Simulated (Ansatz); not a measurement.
# Relaxation of HfSiSe4, part 1 of 2

Wanted: the geometry at rest of HfSiSe4 (a borrowed structure type, volume estimated), relaxing cell and atoms, and its electronic structure there.

Computed, not measured: Ansatz 0.2.0, DFT, r2SCAN, no spin polarisation, plane waves, PAW.

## Step 1: The structure

The structure is tetragonal, space group I4_1/amd (No. 141). The conventional cell has a = 8.363 Å, b = 8.363 Å, c = 7.587 Å, α = 90.00°, β = 90.00°, γ = 90.00°. Hf (site symmetry -4m2) is surrounded by 8 Se at 2.69 to 2.88 Å. Si (site symmetry -4m2) is surrounded by 4 Se at 2.06 Å. Se (site symmetry m) is surrounded by 1 Si at 2.06 Å and 2 Hf at 2.69 to 2.88 Å.

The coordinates stand in the input below.

The first density is read from a saved solution for the starting cell.

## Step 2: The relaxation

The input, input.yaml:

```yaml
crystal:
  lattice:
    - [-4.181291, 4.181291, 3.793666]
    - [4.181291, -4.181291, 3.793666]
    - [4.181291, 4.181291, -3.793666]
  atoms:
    - { symbol: Hf, position: [0.875, 0.125, 0.75] }
    - { symbol: Hf, position: [0.125, 0.875, 0.25] }
    - { symbol: Si, position: [0.375, 0.625, 0.75] }
    - { symbol: Si, position: [0.625, 0.375, 0.25] }
    - { symbol: Se, position: [0.2603, 0.1948, 0.0655] }
    - { symbol: Se, position: [0.1948, 0.6293, 0.9345] }
    - { symbol: Se, position: [0.6293, 0.1948, 0.4345] }
    - { symbol: Se, position: [0.1948, 0.2603, 0.5655] }
    - { symbol: Se, position: [0.7397, 0.8052, 0.9345] }
    - { symbol: Se, position: [0.8052, 0.7397, 0.4345] }
    - { symbol: Se, position: [0.3707, 0.8052, 0.5655] }
    - { symbol: Se, position: [0.8052, 0.3707, 0.0655] }
  symmetry: { tolerance: 0.0003 }
kpoints:
  mp_grid: { grid: [5, 5, 5], shift: [0, 0, 0] }
magnetization:
  spin_polarized: false
scf:
  occupations: { method: fermi_dirac }
  lower_state_search: "off"
hamiltonian:
  pseudopotentials: { kind: paw }
  xc: r2scan
basis:
  ecutwfc: 500
  fft_grid_basis: typed
relax:
  max_steps: 60
  cell: { p_target: 0.0 }
output:
  forces: true
  stress: true
  eigenvalues: true
  bader: true
  populations: true
  elf: true
  write_potential: true
  volumetric_format: npy
  dos:
    e_range: [-12, 8]
    de: 0.05
    projected: { site_lists: { Hf: [Hf], Se: [Se], Si: [Si] } }
checkpoint:
  read: saved_state
```

On the command line:

```bash
ansatz run input.yaml --threads 2 --pin off --max-ram 3584MiB --backend cpu --events-out ev --progress --plain --runs-dir out
```

The log of the run:

```text
Warning: RAYON_NUM_THREADS=2 ignored (pool sized by the plan → 2); use --threads N
Engine: ansatz 0.2.0, aarch64-unknown-linux-gnu
Pseudopotentials: kind: paw
Pseudopotential: Hf, paw, valence charge 26, recommended cutoff 500 eV (meta_gga), Hf.paw.azcp
Pseudopotential: Si, paw, valence charge 4, recommended cutoff 500 eV (meta_gga), Si.paw.azcp
Pseudopotential: Se, paw, valence charge 16, recommended cutoff 500 eV (meta_gga), Se.paw.azcp
Functional definition: r2SCAN
  parameter k0 = 0.174
  parameter k1 = 0.065
  parameter a1 = 4.9479
  exchange = r2scan_x(k0 = k0, k1 = k1, a1 = a1)
  correlation = r2scan_c
Crystal: 12 atoms, lattice volume = 265.302 Å³
Basis set: ecut = 500 eV, 6745 PW (Γ), exchange–correlation on 216×216×216 points (64 copies of the dense FFT grid, shifted against one another)
Bands: 113, of which v1, the nominal top of the filled ones, is band 94 counted from 1 (93 counted from 0)
Symmetry: 16 space group operations
Space group: I41/amd (ITA 141), of the structure as read, at distance tolerance 1.9e-3 Å
k-points: 18 of 125
Non-local potential: Hf, projectors of the file, l = 0: 3, l = 1: 2, l = 2: 2, l = 3: 3
Non-local potential: Si, projectors of the file, l = 0: 2, l = 1: 2, l = 2: 2
Non-local potential: Se, projectors of the file, l = 0: 2, l = 1: 2, l = 2: 3, l = 3: 1
PAW form: soft (Blöchl's): semilocal exchange-correlation on the pseudo side does not see the compensation charge
PAW frozen core: Hf, regenerated for the run's functional (the file was generated under x = pbe(κ = 0.804, μ = 0.2195149727645171), c = pbe(β = 0.06672455060314922))
PAW frozen core: Si, regenerated for the run's functional (the file was generated under x = pbe(κ = 0.804, μ = 0.2195149727645171), c = pbe(β = 0.06672455060314922))
PAW frozen core: Se, regenerated for the run's functional (the file was generated under x = pbe(κ = 0.804, μ = 0.2195149727645171), c = pbe(β = 0.06672455060314922))
PAW one-centre angular grid: Hf, 974 points (default); XC on 160 Gauss nodes
PAW one-centre angular grid: Si, 302 points (default); XC on 160 Gauss nodes
PAW one-centre angular grid: Se, 590 points (default); XC on 160 Gauss nodes
Initial density: read from a saved state, or passed on in memory by an earlier SCF of this step, an earlier step, the calling program or the single point that the run made first
Initial wavefunctions: pseudopotential atomic-orbital guess
Functional: x = r2scan, c = r2scan; τ floored in thin density (d = 2e-4 eV/Å³)
iter 1 solved again at ethr=9.71e-7 eV; its pass at ethr=3.10e-3 eV (dr2=1.82e-3 eV) is discarded
SCF iter   1: F=-76575.979235 eV  HF=-76575.980278 eV  |F-HF|=1.04e-3  |Δ(HF+E_count)|=         —  Δρ=8.65e-4  dr2=3.30e-3  dr2_τ=5.48e-4  ethr=9.71e-7  ⟨swp⟩=3.1  Hψ=12623  notcnv=0
eigensolver tolerance schedule calibrated: the retry pair's looser diagonalisation under-reported the residual by θ = 0.45 (0.13/decade); ethr = c·dr2/N_el runs at the constant in force after the calibration composes with the one it found (an armed cap, an earlier calibration), c = 6.1e-2
preconditioner: auto → Resta (q_TF=auto, 2.576 Å⁻¹)  ε∞=4.0  [insulator: Δε(μ)=1.462 eV  Ē_g=12.611 eV  σ=0.100 eV  W_gap=1.00  n_scr=70 (ndim 8)  ℏωp=21.9 eV  f_vac=0.090  D(μ)=0.00/eV (n_scr^D=0)  ε∞_Penn≈4.0]
SCF iter   2: F=-76575.981167 eV  HF=-76575.980747 eV  |F-HF|=4.20e-4  |Δ(HF+E_count)|=   4.69e-4  Δρ=4.26e-4  dr2=2.83e-4  dr2_τ=7.22e-5  ethr=9.71e-7  ⟨swp⟩=2.0  Hψ=2525  notcnv=0
SCF iter   3: F=-76575.981225 eV  HF=-76575.981175 eV  |F-HF|=4.95e-5  |Δ(HF+E_count)|=   4.28e-4  Δρ=1.77e-4  dr2=6.65e-5  dr2_τ=6.76e-6  ethr=9.25e-8  ⟨swp⟩=2.0  Hψ=2921  notcnv=0
SCF iter   4: F=-76575.981172 eV  HF=-76575.981190 eV  |F-HF|=1.80e-5  |Δ(HF+E_count)|=   1.43e-5  Δρ=7.30e-5  dr2=1.48e-5  dr2_τ=1.09e-6  ethr=2.18e-8  ⟨swp⟩=2.0  Hψ=3726  notcnv=0
SCF iter   5: F=-76575.981188 eV  HF=-76575.981186 eV  |F-HF|=1.83e-6  |Δ(HF+E_count)|=   3.55e-6  Δρ=2.76e-5  dr2=1.55e-6  dr2_τ=1.30e-7  ethr=4.84e-9  ⟨swp⟩=2.0  Hψ=3726  notcnv=0
SCF iter   6: F=-76575.981188 eV  HF=-76575.981188 eV  |F-HF|=1.03e-7  |Δ(HF+E_count)|=   2.10e-6  Δρ=7.20e-6  dr2=1.93e-7  dr2_τ=9.47e-9  ethr=5.08e-10  ⟨swp⟩=2.0  Hψ=3726  notcnv=0
SCF iter   7: F=-76575.981188 eV  HF=-76575.981188 eV  |F-HF|=2.27e-9  |Δ(HF+E_count)|=   2.14e-8  Δρ=2.80e-6  dr2=2.16e-8  dr2_τ=1.30e-9  ethr=3.27e-11  ⟨swp⟩=10.1  Hψ=14747  notcnv=0
SCF 1 converged in 7 iterations: F = -76575.981188 eV  dr2 = 2.16e-8
relax step   1: F+E_penalty+E_count = -76575.98118819 eV  Δ(F+E_penalty+E_count) = +0.000e0 eV  max|allowed force component| = 3.307e0 eV/Å  Δτ_max = 0.0000 Å  P = +13.844 GPa  Ω = 265.302 Å³  (7 SCF iters, dr2 threshold 1.00e-7 eV, accepted)
Crystal: 12 atoms, lattice volume = 282.938 Å³
Basis set: ecut = 500 eV, 7173 PW (Γ), exchange–correlation on 216×216×216 points (64 copies of the dense FFT grid, shifted against one another)
Initial density: handed on by an earlier stage of this run
Initial wavefunctions: those handed on with the density
iter 1 solved again at ethr=2.21e-4 eV; its pass at ethr=3.10e-3 eV (dr2=4.15e-1 eV) is discarded
SCF iter   1: F=-76578.948872 eV  HF=-76577.941291 eV  |F-HF|=1.01e0  |Δ(HF+E_count)|=         —  Δρ=1.53e-2  dr2=4.13e-1  dr2_τ=9.64e-1  ethr=2.21e-4  ⟨swp⟩=1.6  Hψ=9600  notcnv=0
preconditioner: auto → Resta (q_TF=auto, 2.549 Å⁻¹)  ε∞=4.0  [insulator: Δε(μ)=1.186 eV  Ē_g=12.216 eV  σ=0.100 eV  W_gap=0.99  n_scr=70 (ndim 8)  ℏωp=21.2 eV  f_vac=0.138  D(μ)=0.00/eV (n_scr^D=0)  ε∞_Penn≈4.0]
SCF iter   2: F=-76579.067631 eV  HF=-76579.096507 eV  |F-HF|=2.89e-2  |Δ(HF+E_count)|=    1.16e0  Δρ=8.41e-3  dr2=1.45e-1  dr2_τ=2.09e-3  ethr=2.19e-4  ⟨swp⟩=3.0  Hψ=3313  notcnv=0
SCF iter   3: F=-76579.088224 eV  HF=-76579.100417 eV  |F-HF|=1.22e-2  |Δ(HF+E_count)|=   3.91e-3  Δρ=1.90e-3  dr2=1.77e-2  dr2_τ=1.61e-3  ethr=7.73e-5  ⟨swp⟩=2.2  Hψ=4107  notcnv=0
SCF iter   4: F=-76579.098004 eV  HF=-76579.100273 eV  |F-HF|=2.27e-3  |Δ(HF+E_count)|=   1.44e-4  Δρ=8.72e-4  dr2=2.47e-3  dr2_τ=2.28e-4  ethr=9.43e-6  ⟨swp⟩=2.0  Hψ=3184  notcnv=0
SCF iter   5: F=-76579.099888 eV  HF=-76579.100035 eV  |F-HF|=1.47e-4  |Δ(HF+E_count)|=   2.38e-4  Δρ=3.98e-4  dr2=5.28e-4  dr2_τ=3.44e-5  ethr=1.31e-6  ⟨swp⟩=2.0  Hψ=3778  notcnv=0
SCF iter   6: F=-76579.100065 eV  HF=-76579.100036 eV  |F-HF|=2.98e-5  |Δ(HF+E_count)|=   3.28e-7  Δρ=1.64e-4  dr2=1.26e-4  dr2_τ=3.87e-6  ethr=2.81e-7  ⟨swp⟩=2.0  Hψ=3717  notcnv=0
SCF iter   7: F=-76579.100081 eV  HF=-76579.100080 eV  |F-HF|=1.21e-6  |Δ(HF+E_count)|=   4.44e-5  Δρ=5.12e-5  dr2=1.43e-5  dr2_τ=3.96e-7  ethr=6.71e-8  ⟨swp⟩=2.0  Hψ=2855  notcnv=0
SCF iter   8: F=-76579.100084 eV  HF=-76579.100085 eV  |F-HF|=7.51e-7  |Δ(HF+E_count)|=   5.10e-6  Δρ=1.41e-5  dr2=1.41e-6  dr2_τ=3.81e-8  ethr=7.61e-9  ⟨swp⟩=2.0  Hψ=3683  notcnv=0
SCF iter   9: F=-76579.100085 eV  HF=-76579.100085 eV  |F-HF|=6.21e-8  |Δ(HF+E_count)|=   5.03e-8  Δρ=5.20e-6  dr2=6.57e-8  dr2_τ=1.67e-9  ethr=6.38e-10  ⟨swp⟩=11.6  Hψ=19117  notcnv=0
SCF 2 converged in 9 iterations: F = -76579.100085 eV  dr2 = 6.57e-8
relax step   2: F+E_penalty+E_count = -76579.10008507 eV  Δ(F+E_penalty+E_count) = -3.119e0 eV  max|allowed force component| = 5.749e-1 eV/Å  Δτ_max = 0.1946 Å  P = +3.586 GPa  Ω = 282.938 Å³  energy of the carried Pulay correction = -1.002e-3 eV  (9 SCF iters, dr2 threshold 1.20e-6 eV, accepted)
Crystal: 12 atoms, lattice volume = 302.226 Å³
Basis set: ecut = 500 eV, 7711 PW (Γ), exchange–correlation on 216×216×216 points (64 copies of the dense FFT grid, shifted against one another)
iter 1 solved again at ethr=2.66e-4 eV; its pass at ethr=3.10e-3 eV (dr2=5.00e-1 eV) is discarded
SCF iter   1: F=-76578.905615 eV  HF=-76578.711381 eV  |F-HF|=1.94e-1  |Δ(HF+E_count)|=         —  Δρ=1.01e-2  dr2=5.01e-1  dr2_τ=4.36e-1  ethr=2.66e-4  ⟨swp⟩=2.2  Hψ=10227  notcnv=0
preconditioner: auto → Resta (q_TF=auto, 2.521 Å⁻¹)  ε∞=3.9  [insulator: Δε(μ)=1.286 eV  Ē_g=11.949 eV  σ=0.100 eV  W_gap=0.99  n_scr=78 (ndim 8)  ℏωp=20.5 eV  f_vac=0.148  D(μ)=0.00/eV (n_scr^D=0)  ε∞_Penn≈3.9]
SCF iter   2: F=-76579.188072 eV  HF=-76579.211367 eV  |F-HF|=2.33e-2  |Δ(HF+E_count)|=   5.00e-1  Δρ=4.70e-3  dr2=5.64e-2  dr2_τ=7.00e-3  ethr=2.66e-4  ⟨swp⟩=2.8  Hψ=3362  notcnv=0
SCF iter   3: F=-76579.199463 eV  HF=-76579.204524 eV  |F-HF|=5.06e-3  |Δ(HF+E_count)|=   6.84e-3  Δρ=2.01e-3  dr2=1.37e-2  dr2_τ=4.82e-4  ethr=3.00e-5  ⟨swp⟩=2.0  Hψ=4121  notcnv=0
SCF iter   4: F=-76579.205075 eV  HF=-76579.205113 eV  |F-HF|=3.85e-5  |Δ(HF+E_count)|=   5.89e-4  Δρ=8.42e-4  dr2=2.46e-3  dr2_τ=9.62e-5  ethr=7.29e-6  ⟨swp⟩=2.0  Hψ=3816  notcnv=0
SCF iter   5: F=-76579.205639 eV  HF=-76579.205755 eV  |F-HF|=1.16e-4  |Δ(HF+E_count)|=   6.42e-4  Δρ=2.85e-4  dr2=3.40e-4  dr2_τ=1.69e-5  ethr=1.31e-6  ⟨swp⟩=2.0  Hψ=3292  notcnv=0
SCF iter   6: F=-76579.205714 eV  HF=-76579.205711 eV  |F-HF|=2.68e-6  |Δ(HF+E_count)|=   4.38e-5  Δρ=1.01e-4  dr2=3.99e-5  dr2_τ=9.80e-7  ethr=1.81e-7  ⟨swp⟩=2.0  Hψ=3726  notcnv=0
SCF iter   7: F=-76579.205730 eV  HF=-76579.205722 eV  |F-HF|=7.41e-6  |Δ(HF+E_count)|=   1.14e-5  Δρ=4.54e-5  dr2=8.00e-6  dr2_τ=1.92e-7  ethr=2.12e-8  ⟨swp⟩=2.0  Hψ=3726  notcnv=0
SCF iter   8: F=-76579.205731 eV  HF=-76579.205731 eV  |F-HF|=2.83e-7  |Δ(HF+E_count)|=   8.84e-6  Δρ=1.17e-5  dr2=3.78e-7  dr2_τ=2.43e-8  ethr=6.38e-10  ⟨swp⟩=10.2  Hψ=19635  notcnv=0
SCF 3 converged in 8 iterations: F = -76579.205731 eV  dr2 = 3.78e-7
relax step   3: F+E_penalty+E_count = -76579.20573145 eV  Δ(F+E_penalty+E_count) = -1.056e-1 eV  max|allowed force component| = 5.738e-1 eV/Å  Δτ_max = 0.0952 Å  P = -1.402 GPa  Ω = 302.226 Å³  energy of the carried Pulay correction = -2.027e-3 eV  (8 SCF iters, dr2 threshold 1.20e-6 eV, accepted)
Crystal: 12 atoms, lattice volume = 295.354 Å³
Basis set: ecut = 500 eV, 7471 PW (Γ), exchange–correlation on 216×216×216 points (64 copies of the dense FFT grid, shifted against one another)
iter 1 solved again at ethr=3.46e-5 eV; its pass at ethr=3.10e-3 eV (dr2=6.51e-2 eV) is discarded
SCF iter   1: F=-76579.348479 eV  HF=-76579.363645 eV  |F-HF|=1.52e-2  |Δ(HF+E_count)|=         —  Δρ=4.81e-3  dr2=6.58e-2  dr2_τ=8.59e-2  ethr=3.46e-5  ⟨swp⟩=2.2  Hψ=10390  notcnv=0
preconditioner: auto → Resta (q_TF=auto, 2.530 Å⁻¹)  ε∞=3.9  [insulator: Δε(μ)=1.095 eV  Ē_g=12.100 eV  σ=0.100 eV  W_gap=0.99  n_scr=78 (ndim 8)  ℏωp=20.7 eV  f_vac=0.130  D(μ)=0.01/eV (n_scr^D=0)  ε∞_Penn≈3.9]
SCF iter   2: F=-76579.379535 eV  HF=-76579.382859 eV  |F-HF|=3.32e-3  |Δ(HF+E_count)|=   1.92e-2  Δρ=2.56e-3  dr2=1.31e-2  dr2_τ=7.31e-4  ethr=3.46e-5  ⟨swp⟩=2.0  Hψ=3311  notcnv=0
SCF iter   3: F=-76579.381599 eV  HF=-76579.382889 eV  |F-HF|=1.29e-3  |Δ(HF+E_count)|=   3.03e-5  Δρ=8.67e-4  dr2=2.48e-3  dr2_τ=2.68e-4  ethr=6.98e-6  ⟨swp⟩=2.0  Hψ=3761  notcnv=0
SCF iter   4: F=-76579.383078 eV  HF=-76579.383128 eV  |F-HF|=5.01e-5  |Δ(HF+E_count)|=   2.38e-4  Δρ=3.46e-4  dr2=3.21e-4  dr2_τ=1.98e-5  ethr=1.32e-6  ⟨swp⟩=2.0  Hψ=3798  notcnv=0
SCF iter   5: F=-76579.383146 eV  HF=-76579.383157 eV  |F-HF|=1.16e-5  |Δ(HF+E_count)|=   2.92e-5  Δρ=1.44e-4  dr2=6.32e-5  dr2_τ=3.44e-6  ethr=1.71e-7  ⟨swp⟩=2.0  Hψ=3726  notcnv=0
SCF iter   6: F=-76579.383171 eV  HF=-76579.383168 eV  |F-HF|=2.58e-6  |Δ(HF+E_count)|=   1.09e-5  Δρ=3.84e-5  dr2=5.73e-6  dr2_τ=1.57e-7  ethr=3.36e-8  ⟨swp⟩=2.0  Hψ=3726  notcnv=0
SCF iter   7: F=-76579.383172 eV  HF=-76579.383171 eV  |F-HF|=4.35e-7  |Δ(HF+E_count)|=   3.44e-6  Δρ=1.50e-5  dr2=8.60e-7  dr2_τ=2.58e-8  ethr=6.38e-10  ⟨swp⟩=13.1  Hψ=22095  notcnv=0
SCF 4 converged in 7 iterations: F = -76579.383172 eV  dr2 = 8.60e-7
relax step   4: F+E_penalty+E_count = -76579.38317189 eV  Δ(F+E_penalty+E_count) = -1.774e-1 eV  max|allowed force component| = 3.852e-2 eV/Å  Δτ_max = 0.0549 Å  P = -0.063 GPa  Ω = 295.354 Å³  energy of the carried Pulay correction = -1.669e-3 eV  (7 SCF iters, dr2 threshold 1.20e-6 eV, accepted)
Crystal: 12 atoms, lattice volume = 294.790 Å³
iter 1 solved again at ethr=7.66e-7 eV; its pass at ethr=3.10e-3 eV (dr2=1.44e-3 eV) is discarded
SCF iter   1: F=-76579.383365 eV  HF=-76579.384239 eV  |F-HF|=8.74e-4  |Δ(HF+E_count)|=         —  Δρ=4.19e-4  dr2=1.47e-3  dr2_τ=5.14e-4  ethr=7.66e-7  ⟨swp⟩=2.0  Hψ=8358  notcnv=0
preconditioner: auto → Resta (q_TF=auto, 2.531 Å⁻¹)  ε∞=3.9  [insulator: Δε(μ)=1.126 eV  Ē_g=12.097 eV  σ=0.100 eV  W_gap=0.99  n_scr=78 (ndim 8)  ℏωp=20.7 eV  f_vac=0.132  D(μ)=0.00/eV (n_scr^D=0)  ε∞_Penn≈3.9]
SCF iter   2: F=-76579.384340 eV  HF=-76579.384374 eV  |F-HF|=3.39e-5  |Δ(HF+E_count)|=   1.35e-4  Δρ=1.33e-4  dr2=4.25e-5  dr2_τ=2.81e-5  ethr=7.66e-7  ⟨swp⟩=2.0  Hψ=2619  notcnv=0
SCF iter   3: F=-76579.384294 eV  HF=-76579.384304 eV  |F-HF|=1.07e-5  |Δ(HF+E_count)|=   6.96e-5  Δρ=7.48e-5  dr2=1.80e-5  dr2_τ=5.15e-7  ethr=2.26e-8  ⟨swp⟩=2.0  Hψ=3725  notcnv=0
SCF iter   4: F=-76579.384303 eV  HF=-76579.384302 eV  |F-HF|=6.32e-7  |Δ(HF+E_count)|=   2.32e-6  Δρ=3.96e-5  dr2=4.15e-6  dr2_τ=1.08e-7  ethr=9.59e-9  ⟨swp⟩=2.0  Hψ=3643  notcnv=0
SCF iter   5: F=-76579.384303 eV  HF=-76579.384303 eV  |F-HF|=2.37e-8  |Δ(HF+E_count)|=   1.23e-6  Δρ=8.84e-6  dr2=2.31e-7  dr2_τ=2.10e-8  ethr=2.21e-9  ⟨swp⟩=2.0  Hψ=3726  notcnv=0
SCF iter   6: F=-76579.384303 eV  HF=-76579.384303 eV  |F-HF|=3.90e-9  |Δ(HF+E_count)|=   3.70e-8  Δρ=2.85e-6  dr2=2.39e-8  dr2_τ=1.11e-9  ethr=4.93e-11  ⟨swp⟩=10.2  Hψ=16166  notcnv=0
SCF 5 converged in 6 iterations: F = -76579.384303 eV  dr2 = 2.39e-8
relax step   5: F+E_penalty+E_count = -76579.38430338 eV  Δ(F+E_penalty+E_count) = -1.131e-3 eV  max|allowed force component| = 9.620e-3 eV/Å  Δτ_max = 0.0025 Å  P = +0.029 GPa  Ω = 294.790 Å³  energy of the carried Pulay correction = -1.640e-3 eV  (6 SCF iters, dr2 threshold 9.27e-8 eV, accepted)
Crystal: 12 atoms, lattice volume = 294.744 Å³
iter 1 solved again at ethr=3.83e-8 eV; its pass at ethr=3.10e-3 eV (dr2=7.21e-5 eV) is discarded
SCF iter   1: F=-76579.384431 eV  HF=-76579.384459 eV  |F-HF|=2.83e-5  |Δ(HF+E_count)|=         —  Δρ=1.18e-4  dr2=7.72e-5  dr2_τ=4.30e-5  ethr=3.83e-8  ⟨swp⟩=3.0  Hψ=8221  notcnv=0
preconditioner: auto → Resta (q_TF=auto, 2.531 Å⁻¹)  ε∞=3.9  [insulator: Δε(μ)=1.129 eV  Ē_g=12.093 eV  σ=0.100 eV  W_gap=0.99  n_scr=78 (ndim 8)  ℏωp=20.7 eV  f_vac=0.132  D(μ)=0.00/eV (n_scr^D=0)  ε∞_Penn≈3.9]
```

(Continued in part 2 of 2.)
